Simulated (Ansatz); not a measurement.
# TaTi3: the cost of one run

Computed with Ansatz 0.2.0, driven from Python. The levels of theory stand in the script.

### Step 1. The structure

It takes space group Pm-3m (No. 221, cubic). The conventional cell has a = 4.133 Å, b = 4.133 Å, c = 4.133 Å, α = 90.00°, β = 90.00°, γ = 90.00°. Ti (site symmetry 4/mmm) has 8 Ti at 2.92 Å and 4 Ta at 2.92 Å as nearest neighbours. Ta (site symmetry m-3m) has 12 Ti at 2.92 Å as nearest neighbours.

The script holds or builds the structure itself.

### Step 2. Script

run_paw_lapw.py

```python
"""PAW against all-electron LAPW for TaTi3."""

import ansatz as az
import numpy as np
from pymatgen.core import Lattice, Structure
from pymatgen.io.ase import AseAtomsAdaptor


def count_gap(report):
    # lowest empty less highest filled band, counting bands; zero where they overlap
    return max(report.get("gap_by_band_count_ev") or 0.0, 0.0)

pmg_structure = Structure(
    Lattice([(4.133054, 0.0, 0.0), (0.0, 4.133054, 0.0), (0.0, 0.0, 4.133054)]),
    ["Ti", "Ti", "Ti", "Ta"],
    [
        (0.0, 0.5, 0.5),
        (0.5, 0.0, 0.5),
        (0.5, 0.5, 0.0),
        (0.0, 0.0, 0.0),
    ],
)
tati3 = az.Crystal.from_ase(AseAtomsAdaptor.get_atoms(pmg_structure))

setup = (
    tati3.calculation()
    .occupations(az.OccupationsMethod.FERMI_DIRAC, width=0.15)
    .functional("lda")
    .scf(tolerance=1e-09)
    .kpoints(6, 6, 6, center="gamma")
    .stress()
    .forces()
    .band_table()
)
variants = {
    "PAW": setup.pseudopotentials("paw"),
    "LAPW": setup.pseudopotentials("all_electron", lapw=True),
}
# totals differ by the cores that each treatment holds, so compare what does not depend on them
rows = []
for label, variant in variants.items():
    report = variant.run().report
    levels = np.array(report["eigenvalues_ev"][0]) - report["fermi_energy_ev"]
    print(label, "levels at the first k-point near E_F:", np.round(levels[np.abs(levels) < 5], 3))
    rows.append((label, report["n_electrons"], np.trace(report["stress_gpa"]) / 3, count_gap(report)))
for row in rows:
    print("; ".join(f"{name} = {round(v, 4) if isinstance(v, float) else v}" for name, v in zip(["treatment", "electrons in bands", "P GPa", "gap by band count eV"], row)))
```

### Step 3. What the engine is handed

The package turns the script's settings into the engine's input (first run):

```yaml
crystal:
  lattice:
    - [4.133054, 0.0, 0.0]
    - [0.0, 4.133054, 0.0]
    - [0.0, 0.0, 4.133054]
  atoms:
    - { symbol: Ti, position: [0.0, 0.5, 0.5] }
    - { symbol: Ti, position: [0.5, 0.0, 0.5] }
    - { symbol: Ti, position: [0.5, 0.5, 0.0] }
    - { symbol: Ta, position: [0.0, 0.0, 0.0] }
kpoints:
  mp_grid:
    grid: [6, 6, 6]
    shift: [0.0, 0.0, 0.0]
hamiltonian:
  xc: lda
  pseudopotentials:
    kind: paw
scf:
  convergence:
    dr2_threshold: 1.0e-09
  occupations:
    method: fermi_dirac
    width: 0.15
output:
  forces: true
  stress: true
  eigenvalues: true
```

### Step 4. Launch

Launch:

```console
python run_paw_lapw.py
```

What time and memory should one allow on 1 thread of Arm Neoverse V1, shared host?

About 43 s, with a peak of 0.66 GiB.
